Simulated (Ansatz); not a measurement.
# C₂H₇AlBClO: a ladder of functionals and wavefunction methods

One table from this session's results is given with a row withheld; the runs are named, their logs left out.

Program: Ansatz 0.2.0, Gaussian basis. Level of theory: functionals in def2-TZVPP, the program's frozen cores in correlated methods. These are calculated values, not measurements.

The runs, in order: PBE-D4, r2SCAN-D4, PBE0-D4, B3LYP-D4, ωB97X-V, ωB97M-V, B2PLYP; CCSD(T)/def2-TZVPP; MP2/def2-QZVPP; extrapolation to the limit.

## The geometry

An earlier PBE0-D4 in a triple-zeta def2 set relaxation fixed the geometry.

SMILES `C[CH]([AlH2])B(O)Cl`, 13 atoms, charge 0, spin multiplicity 1.

Atoms are counted from 1 here; the program's logs count them from 0.

Bond lengths: C1–C2 1.519 Å, C1–H7 1.093 Å, C1–H8 1.092 Å, C1–H9 1.094 Å, C2–Al3 2.026 Å, C2–B4 1.507 Å, C2–H10 1.098 Å, Al3–H11 1.585 Å, Al3–H12 1.588 Å, B4–O5 1.343 Å, B4–Cl6 1.870 Å, O5–H13 0.961 Å. Angles: C2–C1–H7 111.9°, C2–C1–H8 111.1°, C2–C1–H9 112.0°, H7–C1–H8 107.3°, H7–C1–H9 107.2°, H8–C1–H9 107.0°, C1–C2–Al3 123.8°, C1–C2–B4 119.4°, C1–C2–H10 113.5°, Al3–C2–B4 90.1°, Al3–C2–H10 95.2°, B4–C2–H10 110.8°, C2–Al3–H11 117.7°, C2–Al3–H12 118.9°, H11–Al3–H12 121.9°, C2–B4–O5 129.8°, C2–B4–Cl6 111.9°, O5–B4–Cl6 117.3° and more.

As a file:

```
C     0.09763   -1.71820   -0.29057
C     0.13470   -0.38602    0.43833
Al    1.43984    1.10182    0.00412
B    -1.01574    0.57513    0.28157
O    -2.13484    0.46389   -0.45279
Cl   -0.62057    2.25766    0.99445
H     1.06095   -2.23269   -0.25010
H    -0.15481   -1.58243   -1.34467
H    -0.64947   -2.39598    0.13267
H     0.42985   -0.47268    1.49234
H     2.59891    1.39123    1.04625
H     1.47176    1.68919   -1.47107
H    -2.63781    1.27448   -0.56574
```

The first run:

in.yaml reads:

```yaml
crystal:
  periodic: [false, false, false]
  atoms:
    - {symbol: C, position_ang: [0.097628, -1.718197, -0.290566]}
    - {symbol: C, position_ang: [0.134703, -0.386023, 0.438326]}
    - {symbol: Al, position_ang: [1.439839, 1.101823, 0.004117]}
    - {symbol: B, position_ang: [-1.015739, 0.575133, 0.281567]}
    - {symbol: O, position_ang: [-2.134845, 0.463894, -0.452788]}
    - {symbol: Cl, position_ang: [-0.620565, 2.257658, 0.994454]}
    - {symbol: H, position_ang: [1.060951, -2.232692, -0.250101]}
    - {symbol: H, position_ang: [-0.154813, -1.582426, -1.344668]}
    - {symbol: H, position_ang: [-0.649472, -2.395984, 0.132670]}
    - {symbol: H, position_ang: [0.429850, -0.472679, 1.492343]}
    - {symbol: H, position_ang: [2.598912, 1.391229, 1.046252]}
    - {symbol: H, position_ang: [1.471759, 1.689187, -1.471070]}
    - {symbol: H, position_ang: [-2.637810, 1.274476, -0.565738]}
basis:
  gaussian: {orbitals: def2-TZVPP}
hamiltonian: {xc: pbe, dispersion: d4}
output: {forces: true, orbitals: {seedname: orbitals}}
```

Run with:

```console
ansatz run in.yaml --threads 2 --pin off --events-out ev --progress --plain --max-ram 22528MiB --backend cuda --devices 0, --max-vram 18GiB
```

Steps of the session up to this table: PBE-D4 (GGA); r2SCAN-D4 (meta-GGA); PBE0-D4 (hybrid); B3LYP-D4 (hybrid); ωB97X-V (range-separated); ωB97M-V (range-separated); B2PLYP (double hybrid); CCSD(T) in def2-TZVPP; MP2 in def2-QZVPP.

One of the session's tables, all rows but one given; the rest of the session is left out.

```
            method  atomisation energy (kJ/mol)
            PBE-D4                       4922.6
         r2SCAN-D4                       4876.7
           PBE0-D4                       4857.4
          B3LYP-D4                       4825.8
           ωB97X-V                       4849.1
           ωB97M-V                       4865.1
            B2PLYP                            ?
     HF/def2-TZVPP                       3632.6
    MP2/def2-TZVPP                       4816.2
   CCSD/def2-TZVPP                       4651.2
CCSD(T)/def2-TZVPP                       4721.1
           MP2/CBS                       4929.5
       CCSD(T)/CBS                       4834.5
```

**Question.** Estimate the row for B2PLYP.

**Answer.** atomisation energy (kJ/mol): 4781.0. In the column «atomisation energy (kJ/mol)» it lies between CCSD(T)/def2-TZVPP (4721.1) and MP2/def2-TZVPP (4816.2).

Caveats from the session: Free atoms (2 C, 1 Al, 1 B, 1 O, 1 Cl, 7 H) were run apart at each level; the atomisation energy is their sum less the molecule, without zero-point or spin-orbit terms.
